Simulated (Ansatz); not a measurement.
This script for Ansatz 0.2.0 through its Python package starts 5 runs on TlIO₃, space group Pm-3m. What input does the engine get in each?

The script, `tlio3_kconv.py`:
```python
# -*- coding: utf-8 -*-
"""Convergence of TlIO3 with the k-point mesh."""

import ansatz
from tabulate import tabulate


def main():
    crystal = (
        ansatz.Lattice.of((4.249667, 0.0, 0.0), (0.0, 4.249667, 0.0), (0.0, 0.0, 4.249667))
        .atom("Tl", (0.0, 0.0, 0.0))
        .atom("I", (0.5, 0.5, 0.5))
        .atom("O", (0.5, 0.0, 0.5))
        .atom("O", (0.5, 0.5, 0.0))
        .atom("O", (0.0, 0.5, 0.5))
    )

    model = (
        crystal.calculation()
        .basis(24 * ansatz.Ry)
        .occupations("gaussian")
        .eigensolver("auto", mixed_precision=False)
        .functional(ansatz.Functional.PBESOL)
        .forces()
        .stress()
    )

    rows = []
    for value in [(2, 2, 2), (3, 3, 3), (4, 4, 4), (5, 5, 5), (7, 7, 7)]:
        rep = model.kpoints(*value).run(threads=1).report
        rows.append((value, rep["free_energy_ev"] / len(rep["lattice"]["sites"]), rep["n_iterations"], sum(rep["stress_gpa"][i][i] for i in range(3)) / 3, max(abs(f) for row in rep["forces_ev_ang"] for f in row), rep["n_kpoints"]))

    print(tabulate(rows, headers=["mesh", "F/atom (eV)", "iterations", "P (GPa)", "max force (eV/A)", "k-points"], floatfmt=".4f", tablefmt="grid"))

    # the last row is the reference
    for row in rows[:-1]:
        shift = 1000 * (row[1] - rows[-1][1])
        print(f"{row[0]}: {shift:+.2f} meV/atom" + ("  (within 2 meV)" if abs(shift) < 2 else ""))


if __name__ == "__main__":
    main()
```

Run 1:
```yaml
crystal:
  lattice:
    - [4.249667, 0.0, 0.0]
    - [0.0, 4.249667, 0.0]
    - [0.0, 0.0, 4.249667]
  atoms:
    - { symbol: Tl, position: [0.0, 0.0, 0.0] }
    - { symbol: I, position: [0.5, 0.5, 0.5] }
    - { symbol: O, position: [0.5, 0.0, 0.5] }
    - { symbol: O, position: [0.5, 0.5, 0.0] }
    - { symbol: O, position: [0.0, 0.5, 0.5] }
basis:
  ecutwfc: 326.536634951856
kpoints:
  mp_grid:
    grid: [2, 2, 2]
hamiltonian:
  xc: pbesol
scf:
  occupations:
    method: gaussian
  eigensolver:
    kind: auto
    mixed_precision: false
output:
  forces: true
  stress: true
```

Run 2, against run 1:
```diff
-    grid: [2, 2, 2]
+    grid: [3, 3, 3]
```

Run 3, against run 1:
```diff
-    grid: [2, 2, 2]
+    grid: [4, 4, 4]
```

Run 4, against run 1:
```diff
-    grid: [2, 2, 2]
+    grid: [5, 5, 5]
```

Run 5, against run 1:
```diff
-    grid: [2, 2, 2]
+    grid: [7, 7, 7]
```

```console
$ python tlio3_kconv.py
DeckWarning: basis.ecutwfc = 326.536634951856 eV is below the records' recommended 420 eV, and the density's cutoff is lower with it unless basis.ecutrho_ratio is high enough to keep the records' density cutoff: compare with a run at a higher cutoff
+-----------+---------------+--------------+-----------+--------------------+------------+
| mesh      |   F/atom (eV) |   iterations |   P (GPa) |   max force (eV/A) |   k-points |
+===========+===============+==============+===========+====================+============+
| (2, 2, 2) |    -4080.4847 |            8 |   -0.9440 |             0.0000 |          4 |
+-----------+---------------+--------------+-----------+--------------------+------------+
| (3, 3, 3) |    -4080.8837 |            8 |   -5.1425 |             0.0000 |          4 |
+-----------+---------------+--------------+-----------+--------------------+------------+
| (4, 4, 4) |    -4080.7804 |            8 |   -3.4060 |             0.0000 |         10 |
+-----------+---------------+--------------+-----------+--------------------+------------+
| (5, 5, 5) |    -4080.8256 |            8 |   -4.3260 |             0.0000 |         10 |
+-----------+---------------+--------------+-----------+--------------------+------------+
| (7, 7, 7) |    -4080.8162 |            8 |   -4.1332 |             0.0000 |         20 |
+-----------+---------------+--------------+-----------+--------------------+------------+
(2, 2, 2): +331.59 meV/atom
(3, 3, 3): -67.40 meV/atom
(4, 4, 4): +35.85 meV/atom
(5, 5, 5): -9.38 meV/atom
```
(Warnings from the package without file and line.)

The cutoff lies under the one recommended for these potentials. Under the recommended cutoff a pressure can be off by several GPa, even in sign. Forces vanish by symmetry here and test nothing. Pressure is positive in compression. Spin-orbit coupling, which matters for elements this heavy, is left out. This cell is a computed structure, which may not be the phase found in nature. Shifts are counted from the finest mesh, which is itself no proven limit. Cost: of the order of 2.8 core-seconds.

(A comment or docstring line of the script was reworded after the run, the code is as it ran; lines on the test bed's own set-up are left out of the output.)
